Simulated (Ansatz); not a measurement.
# Br3Sb: the cost of one run

Program: Ansatz 0.2.0, Gaussian basis. Level of theory: the settings change from run to run. These are calculated values, not measurements.

1 further run of the same task is left out (for a known fault of the program).

## (1) The geometry

An earlier PBE0-D4 in a triple-zeta def2 set relaxation fixed the geometry. Sb takes a core potential in def2 sets; no spin-orbit term is included.

4 atoms, charge 0, spin multiplicity 1.

Atoms are counted from 1 here; the program's logs count them from 0.

Bond lengths: Br1–Sb2 2.497 Å, Sb2–Br3 2.497 Å, Sb2–Br4 2.497 Å. Angles: Br1–Sb2–Br3 98.5°, Br1–Sb2–Br4 98.5°, Br3–Sb2–Br4 98.5°.

Coordinates:

```mol
Br3Sb
  3D, bonds by distance, orders not assigned

  4  3  0  0  0  0  0  0  0  0999 V2000
    0.9030    0.5872    1.9242 Br  0  0
   -0.8476   -0.1360    0.2964 Sb  0  0
    0.3878   -2.0361   -0.7528 Br  0  0
   -0.4431    1.5849   -1.4678 Br  0  0
  1  2  8  0
  2  3  8  0
  2  4  8  0
M  END
```

## (2) r2SCAN50/ANO-RCC-VTZP

This run has finite nuclei, high accuracy.

in.yaml reads:

```yaml
crystal:
  periodic: [false, false, false]
  atoms:
    - {symbol: Br, position_ang: [0.903019, 0.587175, 1.924183]}
    - {symbol: Sb, position_ang: [-0.847635, -0.135972, 0.296401]}
    - {symbol: Br, position_ang: [0.387752, -2.036094, -0.752773]}
    - {symbol: Br, position_ang: [-0.443125, 1.584880, -1.467811]}
basis:
  gaussian: {orbitals: ANO-RCC-VTZP, nuclear_model: gaussian}
hamiltonian: {xc: {name: r2SCAN50}}
accuracy: high
```

Command:

```
ansatz run in.yaml --threads 4 --pin off --events-out ev --progress --plain --max-ram 10444MiB
```

Q: Estimate wall time and peak memory on 4 threads of Intel Xeon 6975P-C, shared host.

About 79 s, with a peak of 1.7 GiB.
